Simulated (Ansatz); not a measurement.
# CH₄AlFO: how energies converge with the basis set

An exercise on one series of results from a longer session: the logs are not shown, and one member is left open.

Method: one geometry, several basis sets; program: Ansatz 0.2.0, Gaussian basis.

Levels to be run: PBE0-D4/def2-SVP; ωB97M-V/def2-SVP; PBE0-D4/def2-QZVPP; ωB97M-V/def2-QZVPP; the functionals' def2-TZVPP values are taken from earlier runs.

## Structure used throughout

All runs share one geometry, relaxed beforehand with PBE0-D4 in a triple-zeta def2 set.

SMILES `[OH][AlH][CH2]F`, 8 atoms, charge 0, spin multiplicity 1.

Atoms are counted from 1 here; the program's logs count them from 0.

Bond lengths: O1–Al2 1.696 Å, O1–H5 0.955 Å, Al2–C3 1.975 Å, Al2–H6 1.582 Å, C3–F4 1.401 Å, C3–H7 1.097 Å, C3–H8 1.097 Å. Angles: Al2–O1–H5 124.3°, O1–Al2–C3 114.3°, O1–Al2–H6 121.5°, C3–Al2–H6 124.2°, Al2–C3–F4 110.2°, Al2–C3–H7 112.4°, Al2–C3–H8 112.4°, F4–C3–H7 107.7°, F4–C3–H8 107.7°, H7–C3–H8 106.1°.

Set-up of the first run:

Input file in.yaml:

```yaml
crystal:
  periodic: [false, false, false]
  atoms:
    - {symbol: O, position_ang: [-1.731664, 0.752689, -0.528710]}
    - {symbol: Al, position_ang: [-0.100534, 0.760010, -0.064032]}
    - {symbol: C, position_ang: [0.673450, -1.035666, 0.215790]}
    - {symbol: F, position_ang: [2.019069, -0.929251, 0.592214]}
    - {symbol: H, position_ang: [-2.246467, 1.538790, -0.701250]}
    - {symbol: H, position_ang: [0.700224, 2.111805, 0.119519]}
    - {symbol: H, position_ang: [0.627050, -1.656128, -0.687504]}
    - {symbol: H, position_ang: [0.150975, -1.599349, 0.998272]}
basis:
  gaussian: {orbitals: def2-SVP}
hamiltonian: {xc: pbe0, dispersion: d4}
output: {orbitals: {seedname: orbitals}}
```

Run with:

```console
> ansatz run in.yaml --threads 2 --pin off --events-out ev --progress --plain --max-ram 4352MiB
```

Steps of the session up to this table: PBE0-D4 in def2-SVP; ωB97M-V in def2-SVP; PBE0-D4 in def2-QZVPP; ωB97M-V in def2-QZVPP.

One table of the session follows, with a row left open; its other results are not shown here.

It belongs to the step «Functionals by basis». 

| functional | basis | HOMO (eV) |
| --- | --- | --- |
| PBE0-D4 | def2-SVP | -7.69 |
| PBE0-D4 | def2-TZVPP | -7.87 |
| PBE0-D4 | def2-QZVPP | -7.91 |
| ωB97M-V | def2-SVP | -9.95 |
| ωB97M-V | def2-TZVPP | -10.14 |
| ωB97M-V | def2-QZVPP | ? |

**Question.** Estimate the row for ωB97M-V, def2-QZVPP.

The run gave: HOMO (eV): -10.19. In the column «HOMO (eV)» it is the lowest.
